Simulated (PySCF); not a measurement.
# CH5Ge2NSe: the cost of one run

Programs: PySCF 2.14.0, with density-fitted response routines of our own. Each step states its level of theory. These are calculated values for one molecule in the gas phase, unless marked as measured. Atoms count from 0, in the outputs and in this text.

**1. Starting geometry**

10 atoms, charge 0, multiplicity 1; geometry from: GFN2-xTB. The atoms were then displaced at random by about 0.01 Å, so the start is not that level's minimum.

Bonds of the start (Å): N0–C1 1.12, C1–Ge2 1.92, Ge2–Se3 2.29, Se3–Ge4 2.36, Ge2–H5 1.51, Ge2–H6 1.54, Ge4–H7 1.50, Ge4–H8 1.53, Ge4–H9 1.50.

**2. Geometry optimisation at PBE0-D3(BJ)/def2-SVP**

What the job is given:

```
{"job": {"xc": "PBE0", "basis": "def2-SVP", "d3": "d3bj", "grid": 1, "shake": 0.01, "kind": "geom"}, "charge": 0, "multiplicity": 1}
N      0.814540     2.337960    -0.170380
C      1.160700     1.278140    -0.249480
Ge     1.616070    -0.581240    -0.346470
Se    -0.293070    -1.841210    -0.345280
Ge    -1.806500    -0.159520     0.332480
H      2.433340    -0.759490    -1.605380
H      2.525890    -0.831910     0.865330
H     -1.935290     0.904490    -0.718610
H     -1.347820     0.481870     1.644890
H     -3.117430    -0.850020     0.571830
```

The run is started by

```console
> OMP_NUM_THREADS=1 python probes_run.py task.json out
```

This one command runs all jobs of the session in turn.

**Question.** How long does this first job take on 1 thread of Arm Neoverse V2, shared host, and how much memory does it need?

About 2.9 min, with a peak of 0.7 GiB.
